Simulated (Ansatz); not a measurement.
A nudged elastic band was laid between two geometries of a periodic cell of 17 atoms, Nb$_{16}$H (host Nb, host structure bcc, interstitial H).

All numbers below come from DFT PBE, scalar-relativistic, plane waves, PAW in Ansatz 0.2.0. Settings: cutoff 420 eV, k mesh 3x3x3, fermi-dirac smearing 0.05 eV, no spin polarisation.

| Item | Value |
| --- | --- |
| movable images | 5 |
| climbing image | yes |
| spring | 5.0 eV/Å² |
| optimiser | quadratic models (default) |
| start path | IDPP |
| force threshold | 0.03 eV/Å |
| iteration limit | 62 |
| end points | relaxed |

Initial state:

```xyz
17
Lattice="6.6000 0.0000 0.0000 0.0000 6.6000 0.0000 0.0000 0.0000 6.6000" Properties=species:S:1:pos:R:3
Nb -0.036 0.006 -0.040
Nb 3.300 0.005 -0.004
Nb 0.012 3.305 0.003
Nb -0.036 0.006 3.346
Nb 1.688 1.699 1.653
Nb 3.316 3.306 0.003
Nb 3.301 0.005 3.309
Nb 4.950 1.662 1.653
Nb 0.011 3.305 3.302
Nb 1.687 4.912 1.653
Nb 1.640 1.655 4.953
Nb 3.316 3.306 3.302
Nb 4.951 4.949 1.653
Nb 4.935 1.654 4.953
Nb 1.639 4.956 4.953
Nb 4.936 4.957 4.953
H 0.827 0.007 1.653
```

Final state:

Only the atoms that move by more than 0.05 Å are listed.
```
Nb2 3.343 0.001 -0.034
Nb4 -0.006 0.001 3.303
Nb5 1.650 1.694 1.690
Nb10 1.650 4.907 1.690
H17 1.650 0.001 0.828
```

(1) What changes between the two ends?

(2) Give the energies along the band, and the barrier.

(3) What is the geometry of the highest image?

Answers

(1) Contacts lost: Nb4–H17. Contacts made: Nb2–H17. The atom that moves furthest is H17, by 1.16 Å.

(2) The forces met the threshold. The highest image is number 3 of 0 to 6, 0.191 eV above the ends, which have the same energy within 2 meV. By the program's own check the climbing image is of a kind that is not told: the force calls were inconclusive, a negative curvature could not be distinguished from the path's own, the only one lies far off the path, or fixed occupations may fill a level only in part (lowest curvatures found: -2.63 and 4.61 eV/Å²). Limits of this set-up: coarse k mesh, odd electron count without spin.

```csv
image,path coordinate (Å),energy (eV),Nb4–H17 (Å),Nb2–H17 (Å)
0,0.00,0.000,1.90,2.98
1,0.19,0.049,2.02,2.79
2,0.39,0.145,2.19,2.59
3,0.58,0.191,2.39,2.39
4,0.78,0.145,2.59,2.19
5,0.97,0.049,2.79,2.02
6,1.17,0.000,2.98,1.90
```

(3) 
```xyz
17
Lattice="6.6000 0.0000 0.0000 0.0000 6.6000 0.0000 0.0000 0.0000 6.6000" Properties=species:S:1:pos:R:3:forces:R:3
Nb -0.057 0.003 -0.055 -0.01 0.00 -0.01
Nb 3.286 0.003 0.001 -0.01 0.00 -0.01
Nb -0.005 3.303 -0.002 0.01 0.00 0.01
Nb -0.001 0.003 3.288 -0.01 0.00 -0.01
Nb 1.680 1.735 1.682 0.00 0.00 0.00
Nb 3.303 3.303 0.015 0.02 0.00 0.00
Nb 3.308 0.003 3.311 -0.01 0.00 -0.01
Nb 4.953 1.654 1.643 0.00 0.00 0.00
Nb 0.012 3.303 3.305 0.00 0.00 0.02
Nb 1.680 4.871 1.682 0.00 0.00 0.00
Nb 1.640 1.654 4.956 0.00 0.00 0.00
Nb 3.324 3.303 3.326 0.00 0.00 0.00
Nb 4.953 4.952 1.643 0.00 0.00 0.00
Nb 4.935 1.643 4.938 0.00 0.01 0.00
Nb 1.640 4.952 4.956 0.00 0.00 0.00
Nb 4.935 4.963 4.938 0.00 -0.01 0.00
H 1.259 0.003 1.262 0.01 0.00 0.01
```

Run time: 7.9 min on 4 threads of Intel(R) Xeon(R) Platinum 8488C (Sapphire Rapids), on a shared host, peak memory 2.6 GiB.
